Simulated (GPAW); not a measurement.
InSe2 in GPAW: the effect of functional

Crystal: InSe2.

```
In Se
1.0
     3.89489    0.00000    0.00000
     0.00000    3.89489    0.00000
     0.00000    0.00000    9.62623
In Se
2 4
Direct
  0.50000 0.00000 0.29353
  0.00000 0.50000 0.70647
  0.50000 0.50000 0.00000
  0.00000 0.00000 0.00000
  0.50000 0.00000 0.63379
  0.00000 0.50000 0.36621
```

The cell comes from a database or a generator and needn't be the stable form of this composition.

Alike in all runs:

| Property | Result |
| --- | --- |
| Program | GPAW 26.7.0 |
| Task | band structure |
| Cutoff | 600 eV |
| Basis | pw |
| k mesh | 6 × 6 × 3 |
| Occupations | fermi-dirac, width 0.05 eV |
| Spin | no spin polarisation |

Q: One run gave: pressure -5.2 GPa; largest force 0.12 eV/Å. Which functional did it use?
A. PBE
B. r2SCAN
C. LDA
D. PBEsol

A: C.

```tsv
functional	potentials or basis	pressure (GPa)	largest force (eV/Å)
r2SCAN	GPAW PAW data sets (gpaw-data 1.2.1)	-2.1	0.19
PBE	GPAW PAW data sets (gpaw-data 1.2.1)	-0.4	0.07
LDA	the program's PAW data sets (release 1.2.1) made for this functional	-5.2	0.12
PBEsol	PAW data sets generated in the run's folder for this functional	-3.7	0.09
```

Caveats: the PAW data sets were made with another functional, which shifts forces and pressure a little (some runs).

Not every run made on this cell is shown here.
